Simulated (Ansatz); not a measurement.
What does this script print? It uses the Python package of Ansatz (0.2.0).

The script, `run_freq.py`:
```python
# -*- coding: utf-8 -*-
import ansatz as az
from ase import Atoms
from ase.thermochemistry import IdealGasThermo
import numpy as np

atoms = Atoms(["C", "Ge", "Se", "H", "H", "H", "H"], positions=[
    (-0.5973, -0.2818, -0.6428),
    (0.6758, 0.4089, 0.5566),
    (-0.6088, -1.6584, 0.6015),
    (-1.5184, 0.3511, -0.627),
    (-0.236, -0.5163, -1.6674),
    (0.171, 1.441, 1.6131),
    (2.1749, 0.1874, 0.1204),
])
geometry = az.Crystal.molecule_from_ase(atoms)

job = (
    geometry.calculation()
    .basis(gaussian="def2-SVP")
    .functional("PBE0")
)
symbols = [site.symbol for site in geometry.cartesian_sites]
start = np.array([site.position_ang for site in geometry.cartesian_sites], dtype=float)
rep = job.relax(force_tolerance=0.003, max_steps=100).run().report
end = np.array(rep["positions_ang"])

print("final positions (A) and the move of each atom")
for symbol, xyz, old in zip(symbols, end, start):
    print(f"{symbol:2s} {xyz[0]:10.5f} {xyz[1]:10.5f} {xyz[2]:10.5f}   {np.linalg.norm(xyz - old):7.4f}")

minimum = az.Crystal.molecule()
for symbol, place in zip(symbols, end):
    minimum = minimum.atom(symbol, place.tolist())
vibrating = (
    minimum.calculation()
    .basis(gaussian="def2-SVP")
    .functional("PBE0")
    .phonons(temperatures=(200, 600, 100))
)
vib = vibrating.run().report["vibrations"]
sums = vib["harmonic_sums"]
modes = [m["omega_inv_cm"] for m in sums["modes_at_gamma"] if m["rigid_motion"] == "no"]
print("frequencies (1/cm):", " ".join(f"{w:.0f}" for w in modes))
print("imaginary modes:", sum(w < 0 for w in modes), " zero-point energy:", round(sums["zero_point_energy_ev"], 4), "eV")
gas = IdealGasThermo(vib_energies=[w / 8065.544 for w in modes if w > 0], geometry="linear" if len(modes) == 3 * len(symbols) - 5 else "nonlinear",
                     atoms=Atoms(symbols, positions=end), symmetrynumber=1, spin=0.0)
print(f"H(298 K) - E = {gas.get_enthalpy(298.15, verbose=False):.4f} eV")
print(f"S(298 K, 1 bar) = {96485.33 * gas.get_entropy(298.15, 1e5, verbose=False):.1f} J/(mol K) with symmetry number 1")
```

```console
$ python run_freq.py
final positions (A) and the move of each atom
C    -0.63993   -0.20280   -0.71413    0.1147
Ge    0.67333    0.33420    0.59380    0.0835
Se   -0.53148   -1.65114    0.66900    0.1029
H    -1.60629    0.31213   -0.72805    0.1395
H    -0.29389   -0.52087   -1.70319    0.0682
H     0.30374    1.41875    1.60618    0.1348
H     2.15572    0.24163    0.23079    0.1245
frequencies (1/cm): 300 476 485 512 568 696 785 857 911 966 1384 2190 2203 3141 3247
imaginary modes: 0  zero-point energy: 1.1605 eV
H(298 K) - E = 1.3083 eV
S(298 K, 1 bar) = 302.7 J/(mol K) with symmetry number 1
```

What to keep in mind:
- The frequencies are harmonic and unscaled, in a modest basis.
- The entropy takes a symmetry number of 1; a symmetric molecule's is lower by R ln(sigma).
- It ran for 2.8 min on 1 thread of Arm Neoverse V1, on a shared host, peak memory 0.36 GiB.
